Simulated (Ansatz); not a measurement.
# BiTe: a sublattice displacement scan

This session takes BiTe and sets out to measure how stiffly every Te atom is held.

Computed with Ansatz 0.2.0 (DFT PBE, scalar-relativistic, plane waves, PAW, unless a step's input says otherwise).

### Step 1. The starting structure

Symmetry: Fm-3m, No. 225, cubic system. The conventional cell has a = 6.470 Å, b = 6.470 Å, c = 6.470 Å, α = 90.00°, β = 90.00°, γ = 90.00°. Bi (site symmetry m-3m) has 6 Te at 3.23 Å in its first shell of neighbours. Around Te (site symmetry m-3m) lie 6 Bi at 3.23 Å.

Coordinates:

```
CELL_PARAMETERS angstrom
0.00000 3.23500 3.23500
3.23500 0.00000 3.23500
3.23500 3.23500 0.00000
ATOMIC_POSITIONS crystal
Bi 0.00000 0.00000 0.00000
Te 0.50000 0.50000 0.50000
```

The cell is taken as given, not relaxed at this level.

### Step 2. The reference cell

Reference values: F = -19376.6565 eV; pressure 0.76 GPa; largest force 0.000 eV/Å; gap on the mesh none (metal). It was computed beforehand with the settings of the runs below.

### Step 3. Next: a sublattice displacement scan

Every Te atom is moved by x along the Cartesian unit vector (0.000, 1.000, 0.000); the cell and all other atoms stay fixed. Forces below are components along that vector, summed over the moved atoms.

### Step 4. At x = -0.300 Å

Contents of input.yaml:

```yaml
crystal:
  lattice:
    - [0.0, 3.235, 3.235]
    - [3.235, 0.0, 3.235]
    - [3.235, 3.235, 0.0]
  atoms:
    - { symbol: Bi, position: [0.0, 0.0, 0.0] }
    - { symbol: Te, position: [0.4536321484, 0.5463678516, 0.4536321484] }
basis:
  ecutwfc: 420
kpoints:
  mp_grid: { grid: [14, 14, 14] }
hamiltonian:
  xc: pbe
scf:
  occupations: { method: gaussian, width: 0.15 }
output:
  forces: true
  stress: true
  eigenvalues: true
```

Launch:

```sh
$ ansatz run input.yaml --threads 1 --pin off --max-ram 2560MiB --backend cpu --events-out ev --progress --plain --runs-dir out
```

### Step 5. At x = 0.225 Å

Edit input.yaml of step 4 so:

```diff
@@ -7,3 +7,3 @@
     - { symbol: Bi, position: [0.0, 0.0, 0.0] }
-    - { symbol: Te, position: [0.4536321484, 0.5463678516, 0.4536321484] }
+    - { symbol: Te, position: [0.5347758887, 0.4652241113, 0.5347758887] }
 basis:
@@ -20 +20,5 @@
   eigenvalues: true
+  write_density: true
+  write_potential: true
+  elf: true
+  volumetric_format: npy
```

### Step 6. At x = -0.150 Å

Edit input.yaml of step 5 so:

```diff
@@ -7,3 +7,3 @@
     - { symbol: Bi, position: [0.0, 0.0, 0.0] }
-    - { symbol: Te, position: [0.5347758887, 0.4652241113, 0.5347758887] }
+    - { symbol: Te, position: [0.4768160742, 0.5231839258, 0.4768160742] }
 basis:
```

### Step 7. x = 0.075 Å

Edit input.yaml of step 6 so:

```diff
@@ -7,3 +7,3 @@
     - { symbol: Bi, position: [0.0, 0.0, 0.0] }
-    - { symbol: Te, position: [0.4768160742, 0.5231839258, 0.4768160742] }
+    - { symbol: Te, position: [0.5115919629, 0.4884080371, 0.5115919629] }
 basis:
```

### Step 8. x = 0.263 Å

Contents of input.yaml:

```yaml
crystal:
  lattice:
    - [0.0, 3.235, 3.235]
    - [3.235, 0.0, 3.235]
    - [3.235, 3.235, 0.0]
  atoms:
    - { symbol: Bi, position: [0.0, 0.0, 0.0] }
    - { symbol: Te, position: [0.5405718702, 0.4594281298, 0.5405718702] }
basis:
  ecutwfc: 420
kpoints:
  mp_grid: { grid: [14, 14, 14] }
hamiltonian:
  xc: pbe
scf:
  occupations: { method: gaussian, width: 0.15 }
output:
  forces: true
  stress: true
  eigenvalues: true
```

### Step 9. x = 0.188 Å

Edit input.yaml of step 8 so:

```diff
@@ -7,3 +7,3 @@
     - { symbol: Bi, position: [0.0, 0.0, 0.0] }
-    - { symbol: Te, position: [0.5405718702, 0.4594281298, 0.5405718702] }
+    - { symbol: Te, position: [0.5289799073, 0.4710200927, 0.5289799073] }
 basis:
```

### Step 10. x = 0.113 Å

Edit input.yaml of step 9 so:

```diff
@@ -7,3 +7,3 @@
     - { symbol: Bi, position: [0.0, 0.0, 0.0] }
-    - { symbol: Te, position: [0.5289799073, 0.4710200927, 0.5289799073] }
+    - { symbol: Te, position: [0.5173879444, 0.4826120556, 0.5173879444] }
 basis:
```

### Step 11. At x = 0.037 Å

Edit input.yaml of step 10 so:

```diff
@@ -7,3 +7,3 @@
     - { symbol: Bi, position: [0.0, 0.0, 0.0] }
-    - { symbol: Te, position: [0.5173879444, 0.4826120556, 0.5173879444] }
+    - { symbol: Te, position: [0.5057959815, 0.4942040185, 0.5057959815] }
 basis:
```

(Steps that only read results are left out.)

**Question.** What will these runs give?

The runs gave:

| quantity | value |
| --- | --- |
| force constant along x, from the points at -0.150, 0 and 0.037 Å | 2.49 eV/Å² |

**Reading.** Near the site the force constant is 2.49 eV/Å². The step of 0.15 Å is wide, so anharmonic terms mix in. The undisturbed cell stays the lowest of the sampled points. Spin-orbit coupling is left out for Bi, Te.
